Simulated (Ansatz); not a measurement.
# CH2Ge (singlet): PBE, r2SCAN, PBE0, B3LYP, wB97M-V, B2PLYP, RPA-PBE over vertical spin and charge gaps, cc-pVDZ

How well do these functionals follow the top wave-function level for CH2Ge (singlet) over vertical spin and charge gaps?

Method: cc-pVDZ, all electrons in the functionals, frozen cores in the correlation of double hybrids and RPA; program: Ansatz 0.2.0, Gaussian basis.

To be run: PBE, r2SCAN, PBE0, B3LYP, wB97M-V, B2PLYP, RPA-PBE, at charge 0, singlet; charge 0, triplet; charge 1, doublet.

4 further runs of the same task are left out: 4 set aside as unsound or not needed.

### 1 The geometry

The geometry is a PBE0/def2-TZVP stationary point (not a proven minimum). No spin-orbit coupling is included. The filled d shell of Ge may be among the frozen orbitals whatever the setting's name suggests; the logs give the count.

4 atoms, charge 0, spin multiplicity 1.

Atoms are counted from 1 here; the program's logs count them from 0.

Bond lengths: Ge1–C2 1.786 Å, C2–H3 1.089 Å, C2–H4 1.089 Å. Angles: Ge1–C2–H3 123.1°, Ge1–C2–H4 123.1°, H3–C2–H4 113.7°.

No dispersion term is added; wB97M-V holds VV10 nonlocal correlation. B3LYP takes the VWN-RPA correlation.

The geometry shown and the zero of energy belong to the point charge 0, singlet. The yardstick, RCCSDTQ, and other wave-function levels (R restricted, U unrestricted, valence and pair active spaces) come from earlier runs.

### 2 PBE, charge 0, singlet

File in.yaml:

```yaml
crystal:
  periodic: [false, false, false]
  atoms:
    - {symbol: Ge, position_ang: [0.000000, 0.000000, 0.302970]}
    - {symbol: C, position_ang: [0.000000, 0.000000, -1.483402]}
    - {symbol: H, position_ang: [0.000000, -0.912198, -2.078999]}
    - {symbol: H, position_ang: [0.000000, 0.912198, -2.078999]}
basis:
  gaussian: {orbitals: cc-pVDZ}
magnetization: {spin_polarized: true, initial_magnetization: 0}
hamiltonian: {xc: {name: PBE}}
output: {orbitals: {seedname: orbitals}}
```

Started as:

```sh
$ ansatz run in.yaml --threads 1 --pin off --events-out ev --progress --plain --max-ram 2816MiB --backend cpu
```

Further steps of the session: PBE, charge 0, triplet; PBE, charge 1, doublet; r2SCAN, charge 0, singlet; r2SCAN, charge 0, triplet; r2SCAN, charge 1, doublet; PBE0, charge 0, singlet; PBE0, charge 0, triplet; PBE0, charge 1, doublet; B3LYP, charge 0, singlet; B3LYP, charge 0, triplet; B3LYP, charge 1, doublet; wB97M-V, charge 0, singlet; wB97M-V, charge 0, triplet; wB97M-V, charge 1, doublet; B2PLYP, charge 0, singlet; B2PLYP, charge 0, triplet; B2PLYP, charge 1, doublet; RPA-PBE, charge 0, singlet; RPA-PBE, charge 0, triplet; RPA-PBE, charge 1, doublet.

**Question.** What will the summary of the whole plan be? Wanted: singlet to triplet, RCCSDTQ; ionisation to the doublet cation, RCCSDTQ; largest miss, PBE; largest miss, r2SCAN; largest miss, PBE0; largest miss, B3LYP; largest miss, wB97M-V; largest miss, B2PLYP; largest miss, RPA-PBE.

The runs gave:

| quantity | value |
| --- | --- |
| singlet to triplet, RCCSDTQ | 169.6 kJ/mol |
| ionisation to the doublet cation, RCCSDTQ | 809.2 kJ/mol |
| largest miss, PBE | +16.2 kJ/mol (ionisation to the doublet cation) |
| largest miss, r2SCAN | -26.0 kJ/mol (singlet to triplet) |
| largest miss, PBE0 | -22.2 kJ/mol (singlet to triplet) |
| largest miss, B3LYP | -10.7 kJ/mol (singlet to triplet) |
| largest miss, wB97M-V | -10.7 kJ/mol (singlet to triplet) |
| largest miss, B2PLYP | -5.7 kJ/mol (singlet to triplet) |
| largest miss, RPA-PBE | +9.1 kJ/mol (ionisation to the doublet cation) |
| largest miss, RCCSD(T) | -1.3 kJ/mol (ionisation to the doublet cation) |
| largest miss, UCCSD(T) | -1.7 kJ/mol (singlet to triplet) |

**Reading.** Of the functionals, B2PLYP keep the smallest largest miss at the points compared (at most 5.7 kJ/mol) and r2SCAN strays most (26.0 kJ/mol, at singlet to triplet). Functionals and the yardstick converge differently with the basis, so part of each miss in cc-pVDZ is the basis.
